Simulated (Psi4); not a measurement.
# GeHF (SMILES [F][GeH]): wB97M-V/aug-cc-pVQZ (density fitting, sweep point 3)

Aim: the energy change on altering one bond length of GeHF at wB97M-V/aug-cc-pVQZ (density fitting, sweep point 3), from 2 runs. 

Program for the calculation: Psi4 1.11.

### Step 1. The system as given

GeHF: 3 atoms, total charge 0, spin state singlet. SMILES: `[F][GeH]`. The coordinates come from a PBE0-D4/def2-TZVP relaxation.

Bond lengths: F1–Ge2 1.757 Å, Ge2–H3 1.609 Å. Angles: F1–Ge2–H3 94.2°.

### Step 2. A single-point energy at wB97M-V/aug-cc-pVQZ (density fitting, sweep point 3)

The input, job.in:

```
memory 1600 MB

molecule mol {
  0 1
  F      1.27008493     1.91353667     0.88760436
  Ge    -1.24325082     0.36887454    -0.63419209
  H     -0.04762110    -2.40505444    -0.27854563
  units au
  symmetry c1
}

set reference rks
set puream true
set scf_type df
set dft_radial_points 99
set dft_spherical_points 590

energy_value = energy('wb97m-v/aug-cc-pVQZ')
print_variables()
```

Launch:

```console
$ psi4 -i job.in -o job.out -n 1
```

job.out:

```text
[...]
  Running in c1 symmetry.
[...]
  Nuclear repulsion =   99.212640339823849
[...]
  Multiplicity = 1
[...]
  Nalpha       = 21
  Nbeta        = 21
[...]
    Number of basis functions: 219
[...]
   @DF-RKS iter   1: -2176.21485612247989   -2.74080e+00   1.13963e-02 ADIIS/DIIS
[...]
   @DF-RKS iter   8: -2177.40227254687488   -3.14881e-07   5.08092e-07 DIIS
[...]
    Orbital Energies [Eh]
    ---------------------
    Doubly Occupied:
       1A   -399.374969     2A    -50.100808     3A    -44.506410
       4A    -44.503772     5A    -44.502480     6A    -24.870651
       7A     -6.431772     8A     -4.572149     9A     -4.564171
      10A     -4.558430    11A     -1.375908    12A     -1.364311
      13A     -1.359770    14A     -1.359412    15A     -1.352978
      16A     -1.266672    17A     -0.649698    18A     -0.528068
      19A     -0.520147    20A     -0.493623    21A     -0.346587
[...]
  @DF-RKS Final Energy: -2177.40227254687488
   => Energetics <=
    Nuclear Repulsion Energy =             99.2126403398238494
    One-Electron Energy =               -3232.2220932929058108
    Two-Electron Energy =                1026.3617083665917562
    DFT Exchange-Correlation Energy =     -70.9316480624057561
    Empirical Dispersion Energy =           0.0000000000000000
    VV10 Nonlocal Energy =                  0.1771201020209028
    Total Energy =                      -2177.4022725468748831
[...]
 Multipole Moments:
 ------------------------------------------------------------------------------------
     Multipole            Electronic (a.u.)      Nuclear  (a.u.)        Total (a.u.)
 ------------------------------------------------------------------------------------
 L = 1.  Multiply by 2.5417464519 to convert [e a0] to [Debye]
 Dipole X            :         -2.8456036            2.1520645           -0.6935391
 Dipole Y            :          0.4250652           -0.7472827           -0.3222175
 Dipole Z            :         -0.0000000           -0.0000000           -0.0000000
 Magnitude           :                                                    0.7647356
[...]
```

Run time: 54 s. Hardware: 1 thread of Intel Xeon Platinum 8488C (Sapphire Rapids), shared host; peak memory 1.7 GiB.

### Step 3. The distorted shape, same level

The input, job.in:

```
memory 1600 MB

molecule geom {
  0 1
  F      2.52680949     2.68590176     1.64853660
  Ge    -1.24325082     0.36887454    -0.63419209
  H     -0.04762110    -2.40505444    -0.27854563
  units bohr
  symmetry c1
}

set {
  basis                aug-cc-pVQZ
  puream               true
  scf_type             df
  dft_radial_points    99
  dft_spherical_points 590
}

e, wfn = energy('wb97m-v', return_wfn=True)
```

Launch:

```console
$ psi4 job.in job.out -n 1
```

job.out:

```text
[...]
  Running in c1 symmetry.
[...]
  Nuclear repulsion =   69.855933374186790
[...]
  Multiplicity = 1
[...]
  Nalpha       = 21
  Nbeta        = 21
[...]
    Number of basis functions: 219
[...]
   @DF-RKS iter   1: -2176.17337401513987   -3.16026e+00   1.10661e-02 DIIS/ADIIS
[...]
   @DF-RKS iter   9: -2177.30143370003407   -4.20283e-07   5.31321e-07 DIIS
[...]
    Orbital Energies [Eh]
    ---------------------
    Doubly Occupied:
       1A   -399.451256     2A    -50.175723     3A    -44.580978
       4A    -44.579977     5A    -44.576873     6A    -24.761712
       7A     -6.502691     8A     -4.641801     9A     -4.637414
      10A     -4.627293    11A     -1.435666    12A     -1.435277
      13A     -1.427378    14A     -1.423925    15A     -1.423044
      16A     -1.127230    17A     -0.661703    18A     -0.426997
      19A     -0.387311    20A     -0.384496    21A     -0.378681
[...]
  @DF-RKS Final Energy: -2177.30143370003407
   => Energetics <=
    Nuclear Repulsion Energy =             69.8559333741867903
    One-Electron Energy =               -3172.4782826600276167
    Two-Electron Energy =                 995.9741933161794805
    DFT Exchange-Correlation Energy =     -70.8321094852361597
    Empirical Dispersion Energy =           0.0000000000000000
    VV10 Nonlocal Energy =                  0.1788317548638295
    Total Energy =                      -2177.3014337000336127
[...]
 Multipole Moments:
 ------------------------------------------------------------------------------------
     Multipole            Electronic (a.u.)      Nuclear  (a.u.)        Total (a.u.)
 ------------------------------------------------------------------------------------
 L = 1.  Multiply by 2.5417464519 to convert [e a0] to [Debye]
 Dipole X            :         -5.3802422            2.8927997           -2.4874425
 Dipole Y            :         -1.0119370           -0.3557417           -1.3676787
 Dipole Z            :         -0.0000000           -0.0000000           -0.0000000
 Magnitude           :                                                    2.8386467
[...]
```

Wall time 53 s (1 thread of Intel Xeon Platinum 8488C (Sapphire Rapids), shared host); peak memory 1.7 GiB.

### Step 4. Results

Level: wB97M-V/aug-cc-pVQZ (density fitting, sweep point 3).

```
                                                          quantity           value
                                         first shape: total energy  -2177.40227 Eh
                                        first shape: dipole moment          1.94 D
                                          first shape: HOMO energy        -9.43 eV
                                          first shape: LUMO energy        -1.02 eV
                                        first shape: HOMO–LUMO gap         8.42 eV
                                     distorted shape: total energy  -2177.30143 Eh
                                    distorted shape: dipole moment          7.22 D
                                      distorted shape: HOMO energy       -10.30 eV
                                      distorted shape: LUMO energy        -2.46 eV
                                    distorted shape: HOMO–LUMO gap         7.85 eV
energy change with the F1–Ge2 bond stretched from 1.757 to 2.635 Å        2.744 eV
```

In words: With the F1–Ge2 bond stretched from 1.757 to 2.635 Å the energy rises by 2.74 eV (63 kcal/mol). The first shape isn't relaxed at this level, so the change isn't measured from a minimum.
